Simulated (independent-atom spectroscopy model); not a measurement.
**X-ray reflectivity of MoS2/Sn/GaAs**

Aim: the reflectivity curve of MoS2 and Sn on GaAs at 17479 eV, its critical edge and its fringes.

Program: independent-atom spectroscopy model, version 2. Model: specular X-ray reflectivity by Parratt recursion with Nevot-Croce roughness and Henke factors; layers from the top, each with the roughness of its top surface, no beam divergence or background. All values are calculated.

### Step 1. The stack

```
layer  thickness (nm)  density (g/cm³)  roughness of its top (nm)
 MoS2            3.09             4.54                       0.31
   Sn            8.36             6.35                       0.42
 GaAs       substrate             5.32                       0.25
```

### Step 2. The run

Given to the script:

```json
{
  "layers": ["MoS2", "Sn", "GaAs"],
  "layer_density": [4.54, 6.35, 5.32],
  "layer_thickness": [3.09, 8.36, null],
  "layer_roughness": [0.31, 0.42, 0.25],
  "photon_energy": 17479.3,
  "grazing_angle": [0.09, 0.13, 0.17, 0.21, 0.25, 0.29, 0.33, 0.37, 0.41, 0.45, 0.49, 0.53, 0.57, 0.61, 0.65, 0.69, 0.73, 0.77, 0.81, 0.85, 0.89, 0.93, 0.97, 1.01, 1.05, 1.09, 1.13, 1.17, 1.21, 1.25, 1.29, 1.33, 1.37, 1.41, 1.45, 1.49, 1.53, 1.57, 1.61, 1.65, 1.69, 1.73, 1.77, 1.81, 1.85, 1.89, 1.93, 1.97, 2.01, 2.05]
}
```

Units: layer_density in g/cm³, layer_thickness in nm, layer_roughness in nm, photon_energy in eV, grazing_angle in degrees.

**Question.** What will these runs give? Wanted: angle of half reflection; minima past half reflection; their mean spacing, the first left out; reflectivity at 2.05°.

As calculated:

```
                              quantity     value
                            wavelength  0.7093 Å
              angle of half reflection    0.145°
           minima past half reflection         9
their mean spacing, the first left out    0.200°
 reflectivity at 2.05° (q = 6.34 1/nm)   4.4e-08
```

In words: The curve falls through one half for the last time near 0.15°. The fringe spacing of 0.200° compares with λ/2d = 0.177° for the total thickness of 11.4 nm, so the visible fringes are set by a part of the stack or merge on this grid. The last point lies 7.3 decades below the first. A measurement adds beam divergence and background, which fill sharp minima.
